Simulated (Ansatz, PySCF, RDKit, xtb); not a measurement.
**Isomers of C2H8AlClGe, a sample narrowed down, part 1 of 2**

A sample of isomers of C2H8AlClGe is drawn. Aim: find which of them has the lowest free energy at 298.15 K, then its properties. The sample is small against all isomers, and the most stable one of this formula need not be in it.

The funnel: GFN2-xTB relaxations, single points with a density functional, relaxations at B3LYP/def2-SVP, harmonic vibrations (at GFN2-xTB), and a last energy at a higher level. All values are calculated.

2 further runs of the same task are left out: 2 set aside as unsound or not needed.

### 1 Candidates

Isomers were taken from a list of plausible structures; this is a sample, not all of them. That gives 4 candidates.

```
label                      SMILES     spin
 c315    [CH3][Al]([GeH3])[CH2]Cl  singlet
 c427     Cl[CH2][AlH][CH2][GeH3]  singlet
 c531  [CH3][Al]([Cl])[CH2][GeH3]  singlet
 c912  [CH3][AlH][C@@H](Cl)[GeH3]  singlet
```

Candidates are built by distance geometry, with a force field where one applies, in up to four conformers (letters a to d).

### 2 Cheap relaxation of all starts

All 13 starts are relaxed the same way. One of them, c315b (taken from a list of positional isomers, embedded by distance geometry and UFF), in full:

start.xyz

```xyz
13
c315b
C     -0.477490    -1.316916     0.252116
C      2.670514    -0.431259    -0.317604
Al     0.845287     0.092818     0.287394
Cl     3.944853     0.019299     0.790930
Ge     0.781071     1.753005     2.068018
H     -1.491703    -0.815316     0.427104
H     -0.527510    -1.874657    -0.698930
H     -0.281550    -2.009252     1.086003
H     -0.203596     1.234630     3.149411
H      0.274182     3.071759     1.522643
H      2.149386     1.910025     2.691922
H      2.701671    -1.513448    -0.503095
H      2.896336     0.062414    -1.349681
```

The run is started by

```sh
$ xtb start.xyz --gfn 2 --opt
```

Standard output, shortened:

```text
* xtb version 6.7.1
[...]
          :  # basis functions                  46          :
[...]
          :  # electrons                        30          :
[...]
          :  Hamiltonian                  GFN2-xTB          :
[...]
          :  net charge                          0          :
          :  unpaired electrons                  0          :
[...]
   *** convergence criteria satisfied after 16 iterations ***
[...]
   *** GEOMETRY OPTIMIZATION CONVERGED AFTER 37 ITERATIONS ***
[...]
   *** convergence criteria satisfied after 3 iterations ***
[...]
         ::                     SUMMARY                     ::
         :::::::::::::::::::::::::::::::::::::::::::::::::::::
         :: total energy             -15.875163620415 Eh    ::
         :: gradient norm              0.000938210708 Eh/a0 ::
         :: HOMO-LUMO gap              4.438785769131 eV    ::
         ::.................................................::
         :: SCC energy               -16.003683904118 Eh    ::
         :: -> isotropic ES            0.028068097049 Eh    ::
         :: -> anisotropic ES          0.000838632320 Eh    ::
         :: -> anisotropic XC          0.004046460179 Eh    ::
         :: -> dispersion             -0.008075693965 Eh    ::
         :: repulsion energy           0.128520283704 Eh    ::
         :: add. restraining           0.000000000000 Eh    ::
         :: total charge              -0.000000000000 e     ::
         :::::::::::::::::::::::::::::::::::::::::::::::::::::
[...]
        15        2.0000           -0.3668957              -9.9837 (HOMO)
        16                         -0.2037733              -5.5450 (LUMO)
[...]
     #   Z          covCN         q      C6AA      α(0)
     1   6 C        3.609    -0.223    25.565     7.303
     2   6 C        3.563    -0.124    23.851     7.118
     3  13 Al       3.325     0.280    95.364    19.899
     4  17 Cl       1.639    -0.076   101.565    15.418
     5  32 Ge       3.703     0.024   171.514    23.514
     6   1 H        0.924     0.047     2.358     2.401
     7   1 H        0.924     0.056     2.248     2.345
     8   1 H        0.924     0.056     2.250     2.346
     9   1 H        0.936    -0.053     4.162     3.190
    10   1 H        0.936    -0.049     4.075     3.156
    11   1 H        0.935    -0.042     3.908     3.091
    12   1 H        0.924     0.049     2.331     2.388
    13   1 H        0.924     0.056     2.242     2.341
[...]
     #   Z sym  total        # sym  WBO       # sym  WBO       # sym  WBO
 ---------------------------------------------------------------------------
     1   6 C    3.911 --     3 Al   1.026     6 H    0.927     7 H    0.919
                             8 H    0.918
     2   6 C    3.634 --    12 H    0.956    13 H    0.953     4 Cl   0.856
                             3 Al   0.798
     3  13 Al   3.679 --     1 C    1.026     2 C    0.798     5 Ge   0.768
                             4 Cl   0.526
     4  17 Cl   1.432 --     2 C    0.856     3 Al   0.526
     5  32 Ge   3.441 --     9 H    0.856    10 H    0.853    11 H    0.849
                             3 Al   0.768
     6   1 H    0.998 --     1 C    0.927
     7   1 H    0.995 --     1 C    0.919
     8   1 H    0.996 --     1 C    0.918
     9   1 H    0.996 --     5 Ge   0.856
[...]
molecular dipole:
                 x           y           z       tot (Debye)
 q only:       -0.093      -0.338      -0.528
   full:        0.065      -0.756      -0.674       2.579
molecular quadrupole (traceless):
[...]
          | TOTAL ENERGY              -15.875163620415 Eh   |
          | GRADIENT NORM               0.000938210708 Eh/α |
          | HOMO-LUMO GAP               4.438785769131 eV   |
           -------------------------------------------------
[...]
```

It took 0.45 s on 2 threads of Intel Xeon Platinum 8259CL at 2.50GHz (Skylake/Cascade Lake), shared host.

### 3 The minima found

13 of the 13 relaxations converged; 3 ended on a minimum already found. 10 distinct structures remain:

```
label  start                    SMILES after     spin  energy (kcal/mol)           note
c531a  drawn      [CH3][Al]([Cl])[CH2][GeH3]  singlet                0.0               
c531c  drawn      [CH3][Al]([Cl])[CH2][GeH3]  singlet                0.1               
c531b  drawn      [CH3][Al]([Cl])[CH2][GeH3]  singlet                0.5               
c912c  drawn    [CH3][AlH]1[Cl][CH]1[GeH3] ‡  singlet               38.2  bonds changed
c912b  drawn    [CH3][AlH]1[Cl][CH]1[GeH3] ‡  singlet               38.4  bonds changed
c315b  drawn  [CH3][Al]1([GeH3])[CH2][Cl]1 ‡  singlet               40.0  bonds changed
c427c  drawn   [GeH3][CH2][AlH]1[CH2][Cl]1 ‡  singlet               40.7  bonds changed
c427b  drawn   [GeH3][CH2][AlH]1[CH2][Cl]1 ‡  singlet               41.5  bonds changed
c427a  drawn   [GeH3][CH2][AlH]1[CH2][Cl]1 ‡  singlet               41.6  bonds changed
c427d  drawn   [GeH3][CH2][AlH]1[CH2][Cl]1 ‡  singlet               41.6  bonds changed
```

‡ marks the bonded skeleton alone, with all bonds drawn single: no Lewis structure was assigned that passes a check against the bond lengths.

### 4 Single points on the low minima

A choice of the minima (the low ones first, few conformers of a pattern, up to a cap) and the lowest that fell apart get a single point at r2SCAN-D4/def2-SVP on the tight-binding geometry, and one at HF/STO-3G for comparison. The lowest singlets are also tried as triplets at the same geometry (label ending in t). Within 40 kcal/mol but not screened, among others: c531b. The first, c531a:

input.yaml

```yaml
crystal:
  periodic: [false, false, false]
  atoms:
    - {symbol: C, position_ang: [-0.134239, -0.699620, -0.843674]}
    - {symbol: C, position_ang: [-0.605620, 1.629455, 1.670188]}
    - {symbol: Al, position_ang: [0.333273, 0.024137, 0.946626]}
    - {symbol: Cl, position_ang: [1.599252, -0.937235, 2.207002]}
    - {symbol: Ge, position_ang: [-2.435985, 1.042319, 2.090438]}
    - {symbol: H, position_ang: [-0.673200, 0.021446, -1.462767]}
    - {symbol: H, position_ang: [-0.765888, -1.591468, -0.777351]}
    - {symbol: H, position_ang: [0.760756, -1.004963, -1.395386]}
    - {symbol: H, position_ang: [-0.148674, 2.011212, 2.591402]}
    - {symbol: H, position_ang: [-0.676765, 2.469070, 0.971454]}
    - {symbol: H, position_ang: [-3.270113, 2.118727, 2.732060]}
    - {symbol: H, position_ang: [-2.450315, -0.125423, 3.028506]}
    - {symbol: H, position_ang: [-3.178999, 0.603301, 0.866817]}
basis:
  gaussian: {orbitals: def2-SVP}
magnetization: {spin_polarized: false}
hamiltonian: {xc: r2scan, dispersion: d4}
scf: {lower_state_search: "off"}
output: {orbitals: {seedname: orbitals}}
```

The run is started by

```sh
$ ansatz run input.yaml --threads 2 --pin off --max-ram 5220MiB --events-out events.jsonl --progress --plain --runs-dir runs
```

Standard output, shortened:

```text
Warning: RAYON_NUM_THREADS=2 ignored (pool sized by the plan → 2); use --threads N
Functional definition: r2SCAN
  name "r2SCAN"
[...]
1519 factors; their error is unknown
[...]
mean field -77826.81733896 eV, -2860.0827842952 hartree, gradient 6.2e-6 eV, S^2 0.000000; 0 other end points of the search recorded, 0 dependent functions left out
reference -77826.81735141 eV, -2860.0827847530 hartree; 41, 41 occupied and 95, 95 virtual orbitals, 1519 factors
Total energy: -77826.89562024 eV, -2860.0856610793 hartree
Checks for a lower state left out: stability, starts, cluster_reference, orbital_swaps, neighbouring_geometries, increment
```

It took 3.3 s on 2 threads of Intel Xeon Platinum 8259CL at 2.50GHz (Skylake/Cascade Lake), shared host; peak memory 0.19 GiB.

Relative energies in kcal/mol, each column from its lowest structure that stays in one piece:

```
 label                        SMILES     spin  GFN2-xTB  HF/STO-3G  r2SCAN-D4/def2-SVP
 c531c    [CH3][Al]([Cl])[CH2][GeH3]  singlet       0.1        0.0                 0.0
 c531a    [CH3][Al]([Cl])[CH2][GeH3]  singlet       0.0        0.5                 0.1
 c912b  [CH3][AlH]1[Cl][CH]1[GeH3] ‡  singlet      38.4       72.9                62.1
 c912c  [CH3][AlH]1[Cl][CH]1[GeH3] ‡  singlet      38.2       73.1                62.3
c531ct    [CH3][Al]([Cl])[CH2][GeH3]  triplet         –          –               114.1
c912bt  [CH3][AlH]1[Cl][CH]1[GeH3] ‡  triplet         –          –               173.8
```

‡ marks the bonded skeleton alone, with all bonds drawn single: no Lewis structure was assigned that passes a check against the bond lengths.

Measured from c531c, GFN2-xTB misplaces c912c by 24 kcal/mol against r2SCAN-D4/def2-SVP, so minima dropped on its energies alone could hide the lowest isomer.

### 5 Third filter: density-functional geometries

3 candidates are relaxed at B3LYP/def2-SVP (chosen among the lowest in one piece, one conformer a pattern, with other spins of them). The first, c531c:

input.yaml

```yaml
crystal:
  periodic: [false, false, false]
  atoms:
    - {symbol: C, position_ang: [-0.892904, -1.177475, 0.180895]}
    - {symbol: C, position_ang: [1.390272, 1.335982, 0.852354]}
    - {symbol: Al, position_ang: [0.012580, 0.031613, 1.471801]}
    - {symbol: Cl, position_ang: [-0.270411, -0.111215, 3.476112]}
    - {symbol: Ge, position_ang: [3.072944, 0.345247, 0.606352]}
    - {symbol: H, position_ang: [-1.910507, -0.834555, -0.035699]}
    - {symbol: H, position_ang: [-0.374016, -1.247845, -0.778262]}
    - {symbol: H, position_ang: [-0.994044, -2.193850, 0.575344]}
    - {symbol: H, position_ang: [1.574675, 2.140330, 1.575406]}
    - {symbol: H, position_ang: [1.141317, 1.810452, -0.102648]}
    - {symbol: H, position_ang: [2.927907, -0.768239, -0.385257]}
    - {symbol: H, position_ang: [3.553426, -0.282785, 1.876962]}
    - {symbol: H, position_ang: [4.194073, 1.215677, 0.106105]}
basis:
  gaussian:
    orbitals: def2-SVP
magnetization:
  spin_polarized: false
  initial_magnetization: 0
hamiltonian:
  xc: {name: B3LYP}
scf:
  lower_state_search: "off"
relax:
  f_tol: 0.006
```

The run is started by

```sh
$ ansatz run input.yaml --threads 2 --pin off --max-ram 5220MiB --events-out events.jsonl --progress --plain --runs-dir runs
```

Standard output, shortened:

```text
Warning: RAYON_NUM_THREADS=2 ignored (pool sized by the plan → 2); use --threads N
[...]
Functional definition: B3LYP
  name "B3LYP"
[...]
1444 factors; integrals over basis functions are off by at most 4.2e-4 eV
[...]
mean field -77832.08861099 eV, -2860.2764999694 hartree, gradient 5.6e-6 eV, S^2 0.000000; 0 other end points of the search recorded, 0 dependent functions left out
[...]
reference -77832.08891183 eV, -2860.2765110249 hartree; 41, 41 occupied and 95, 95 virtual orbitals, 1444 factors
relax step   1: F+E_penalty+E_count = -77832.08861099 eV  Δ(F+E_penalty+E_count) = +0.000e0 eV  max|allowed force component| = 2.348e0 eV/Å  Δτ_max = 0.0000 Å  (14 SCF iters, accepted)
[...]
relax step   4: F+E_penalty+E_count = -77832.29851853 eV  Δ(F+E_penalty+E_count) = -2.003e-3 eV  max|allowed force component| = 2.182e-1 eV/Å  Δτ_max = 0.0711 Å  (17 SCF iters, accepted)
[...]
Atom 4 at     3.218284     0.378253     0.598240 Å, force     0.002738    -0.000176    -0.001446 eV/Å
Atom 5 at    -2.041966    -0.844518     0.134072 Å, force    -0.001008    -0.000117     0.000892 eV/Å
Atom 6 at    -0.580521    -1.196552    -0.821612 Å, force     0.001087     0.000244    -0.000508 eV/Å
Atom 7 at    -1.009904    -2.206340     0.587179 Å, force     0.000573    -0.002291     0.000986 eV/Å
Atom 8 at     1.566059     2.026166     1.571494 Å, force     0.000152    -0.000121     0.000355 eV/Å
Atom 9 at     1.184051     1.670892    -0.133485 Å, force    -0.000423    -0.000440     0.000000 eV/Å
Atom 10 at     3.147666    -0.723369    -0.485091 Å, force    -0.000678     0.000391     0.000490 eV/Å
Atom 11 at     3.688920    -0.274777     1.917494 Å, force    -0.000214     0.000071     0.000286 eV/Å
Atom 12 at     4.268679     1.424522     0.163000 Å, force     0.000802    -0.000338    -0.000362 eV/Å
Dipole moment:    -0.025818     0.092310    -0.374041 e Å
Checks for a lower state left out: stability, starts, cluster_reference, orbital_swaps, neighbouring_geometries, increment
```

Run time: 72 s. Hardware: 2 threads of Intel Xeon Platinum 8259CL at 2.50GHz (Skylake/Cascade Lake), shared host; peak memory 0.33 GiB.

Energy change by step (eV): 0.0000, -0.1950, -0.2079, -0.2099, -0.2149, -0.2169, -0.2175, -0.2176, -0.2176, -0.2177, -0.2177, -0.2178, -0.2178, -0.2178, -0.2178.

After the run. Bond lengths: C1–Al3 1.952 Å, C2–Al3 1.949 Å, Al3–Cl4 2.129 Å, C2–Ge5 1.976 Å, C1–H6 1.105 Å, C1–H7 1.102 Å, C1–H8 1.103 Å, C2–H9 1.103 Å, C2–H10 1.105 Å, Ge5–H11 1.547 Å, Ge5–H12 1.545 Å, Ge5–H13 1.545 Å. Some angles: C1–Al3–C2 125.3°, C1–Al3–Cl4 117.3°, C2–Al3–Cl4 117.3°, Al3–C2–Ge5 115.5°, Al3–C1–H6 110.4°, Al3–C1–H7 112.8°, Al3–C1–H8 111.2°, Al3–C2–H9 110.5°, Al3–C2–H10 109.6°, Ge5–C2–H9 107.0°.

### 6 Ranking at B3LYP/def2-SVP

```
 label     spin  r2SCAN-D4/def2-SVP (kcal/mol)  B3LYP/def2-SVP, relaxed (kcal/mol)     time                                    note
 c531c  singlet                            0.0                                 0.0     72 s                                        
 c912b  singlet                           62.1                                57.8     60 s                                        
c531ct  triplet                          114.1                                78.1  6.6 min  fell apart ([CH2][GeH3].[CH3][Al][Cl])
```

c531c: Bond lengths: C1–Al3 1.952 Å, C2–Al3 1.949 Å, Al3–Cl4 2.129 Å, C2–Ge5 1.976 Å, C1–H6 1.105 Å, C1–H7 1.102 Å, C1–H8 1.103 Å, C2–H9 1.103 Å, C2–H10 1.105 Å, Ge5–H11 1.547 Å, Ge5–H12 1.545 Å, Ge5–H13 1.545 Å. Some angles: C1–Al3–C2 125.3°, C1–Al3–Cl4 117.3°, C2–Al3–Cl4 117.3°, Al3–C2–Ge5 115.5°, Al3–C1–H6 110.4°, Al3–C1–H7 112.8°, Al3–C1–H8 111.2°, Al3–C2–H9 110.5°, Al3–C2–H10 109.6°, Ge5–C2–H9 107.0°.

c912b: Bond lengths: C1–Al3 1.958 Å, C2–Al3 1.982 Å, C2–Cl4 1.913 Å, C2–Ge5 1.968 Å, C1–H6 1.103 Å, C1–H7 1.105 Å, C1–H8 1.102 Å, Al3–H9 1.585 Å, C2–H10 1.099 Å, Ge5–H11 1.545 Å, Ge5–H12 1.540 Å, Ge5–H13 1.543 Å. Some angles: C1–Al3–C2 120.7°, Al3–C2–Cl4 81.6°, Al3–C2–Ge5 126.5°, Cl4–C2–Ge5 109.4°, C1–Al3–H9 123.2°, C2–Al3–H9 115.9°, Al3–C1–H6 111.4°, Al3–C1–H7 110.5°, Al3–C1–H8 113.1°, Al3–C2–H10 116.5°.

c531ct: Bond lengths: C1–Al3 2.002 Å, Al3–Cl4 2.165 Å, C2–Ge5 1.955 Å, C1–H6 1.104 Å, C1–H7 1.101 Å, C1–H8 1.101 Å, C2–H9 1.099 Å, C2–H10 1.097 Å, Ge5–H11 1.538 Å, Ge5–H12 1.535 Å, Ge5–H13 1.549 Å. Some angles: C1–Al3–Cl4 115.9°, Al3–C1–H6 105.8°, Al3–C1–H7 112.2°, Al3–C1–H8 111.6°, C2–Ge5–H11 110.2°, C2–Ge5–H12 110.1°, C2–Ge5–H13 107.0°, Ge5–C2–H9 119.9°, Ge5–C2–H10 119.8°, H6–C1–H7 108.3°.

### 7 Are they minima? Harmonic frequencies

The lowest few in one piece go on as finalists (c531ct drops out). In this search the thermal terms come from GFN2-xTB at its own nearest minimum. The first, c531c:

start.xyz

```xyz
13
c531c
C     -0.989508    -1.172735     0.201669
C      1.443119     1.211996     0.837626
Al     0.015912     0.004432     1.390057
Cl    -0.485480    -0.034634     3.458822
Ge     3.218284     0.378253     0.598240
H     -2.041966    -0.844518     0.134072
H     -0.580521    -1.196552    -0.821612
H     -1.009904    -2.206340     0.587179
H      1.566059     2.026166     1.571494
H      1.184051     1.670892    -0.133485
H      3.147666    -0.723369    -0.485091
H      3.688920    -0.274777     1.917494
H      4.268679     1.424522     0.163000
```

The run is started by

```sh
$ xtb start.xyz --gfn 2 --ohess tight
```

Standard output, shortened:

```text
* xtb version 6.7.1
[...]
          :  # basis functions                  46          :
[...]
          :  # electrons                        30          :
[...]
          :  Hamiltonian                  GFN2-xTB          :
[...]
          :  net charge                          0          :
          :  unpaired electrons                  0          :
[...]
   *** convergence criteria satisfied after 16 iterations ***
[...]
   *** GEOMETRY OPTIMIZATION CONVERGED AFTER 22 ITERATIONS ***
[...]
   *** convergence criteria satisfied after 3 iterations ***
[...]
         ::                     SUMMARY                     ::
         :::::::::::::::::::::::::::::::::::::::::::::::::::::
         :: total energy             -15.938985194583 Eh    ::
         :: gradient norm              0.000607355986 Eh/a0 ::
         :: HOMO-LUMO gap              4.196415262037 eV    ::
         ::.................................................::
         :: SCC energy               -16.077497765772 Eh    ::
         :: -> isotropic ES            0.030578696310 Eh    ::
         :: -> anisotropic ES          0.001823979068 Eh    ::
         :: -> anisotropic XC         -0.000908010414 Eh    ::
         :: -> dispersion             -0.008108827208 Eh    ::
         :: repulsion energy           0.138512571188 Eh    ::
         :: add. restraining           0.000000000000 Eh    ::
         :: total charge               0.000000000000 e     ::
         :::::::::::::::::::::::::::::::::::::::::::::::::::::
[...]
        15        2.0000           -0.3801693             -10.3449 (HOMO)
        16                         -0.2259538              -6.1485 (LUMO)
[...]
molecular dipole:
                 x           y           z       tot (Debye)
 q only:       -0.183       0.041      -0.633
   full:       -0.457       0.111      -0.537       1.814
molecular quadrupole (traceless):
[...]
          | TOTAL ENERGY              -15.938985194693 Eh   |
          | TOTAL ENTHALPY            -15.845290235559 Eh   |
          | TOTAL FREE ENERGY         -15.893375374988 Eh   |
          | GRADIENT NORM               0.000607313986 Eh/α |
[...]
```

Run time: 0.67 s. Hardware: 2 threads of Intel Xeon Platinum 8259CL at 2.50GHz (Skylake/Cascade Lake), shared host; peak memory 0.11 GiB.

### 8 Zero-point energy and free-energy terms

As xtb prints them, at 298.15 K, with its own treatment of low modes:

```
label                        SMILES     spin  lowest mode (cm⁻¹)  zero-point (kcal/mol)  G − E (kcal/mol)
c531c    [CH3][Al]([Cl])[CH2][GeH3]  singlet                  21                   51.8              28.6
c912b  [CH3][AlH]1[Cl][CH]1[GeH3] ‡  singlet                 65i                   49.4              27.6
```

‡ marks the bonded skeleton alone, with all bonds drawn single: no Lewis structure was assigned that passes a check against the bond lengths.

c912b keeps an imaginary mode, so the thermal terms were not taken at a true minimum.

### 9 Last filter: a higher level

Each finalist gets a single point at CCSD(T)/def2-SVP + MP2/def2-TZVPP - MP2/def2-SVP.

c531c, CCSD(T)/def2-SVP:

input.yaml

```yaml
crystal:
  periodic: [false, false, false]
  atoms:
    - symbol: C
      position_ang: [-0.989508, -1.172735, 0.201669]
    - symbol: C
      position_ang: [1.443119, 1.211996, 0.837626]
    - symbol: Al
      position_ang: [0.015912, 0.004432, 1.390057]
    - symbol: Cl
      position_ang: [-0.485480, -0.034634, 3.458822]
    - symbol: Ge
      position_ang: [3.218284, 0.378253, 0.598240]
    - symbol: H
      position_ang: [-2.041966, -0.844518, 0.134072]
    - symbol: H
      position_ang: [-0.580521, -1.196552, -0.821612]
    - symbol: H
      position_ang: [-1.009904, -2.206340, 0.587179]
    - symbol: H
      position_ang: [1.566059, 2.026166, 1.571494]
    - symbol: H
      position_ang: [1.184051, 1.670892, -0.133485]
    - symbol: H
      position_ang: [3.147666, -0.723369, -0.485091]
    - symbol: H
      position_ang: [3.688920, -0.274777, 1.917494]
    - symbol: H
      position_ang: [4.268679, 1.424522, 0.163000]
basis:
  gaussian: {orbitals: def2-SVP}
correlation: {method: ccsd_t, frozen_orbitals: {Al: 5, C: 1, Ge: 9, Cl: 5, H: 0}}
```

The run is started by

```sh
$ ansatz run input.yaml --threads 2 --pin off --max-ram 5220MiB --events-out events.jsonl --progress --plain --runs-dir runs
```

Standard output, shortened:

```text
Warning: RAYON_NUM_THREADS=2 ignored (pool sized by the plan → 2); use --threads N
Functional definition: HF
  name "HF"
[...]
1341 factors; integrals over basis functions are off by at most 1.4e-3 eV
[...]
mean field -77735.46130945 eV, -2856.7255121340 hartree, gradient 2.3e-6 eV, S^2 0.000000; 0 other end points of the search recorded, 0 dependent functions left out
21 core orbitals not correlated: weight in the atoms' cores, before any rotation towards them, 1.000 or more for the frozen orbitals, at most 0.000 for the correlated occupied ones
reference -77735.46130945 eV, -2856.7255121340 hartree; 20, 20 occupied and 95, 95 virtual orbitals, 1341 factors
second order -19.54044019 eV of doubles, -0.00000000 eV of singles
cycle   1  -20.41727876 eV  change   -8.8e-1 eV  update   9.8e-2
[...]
cycle   8  -21.07741362 eV  change   -1.9e-5 eV  update   3.0e-5
perturbative correction -0.57842853 eV, -0.0212568563 hartree
Total energy: -77757.11715159 eV, -2857.5213496539 hartree
```

Run time: 28 s. Hardware: 2 threads of Intel Xeon Platinum 8259CL at 2.50GHz (Skylake/Cascade Lake), shared host; peak memory 0.87 GiB.

(Continued in part 2 of 2.)
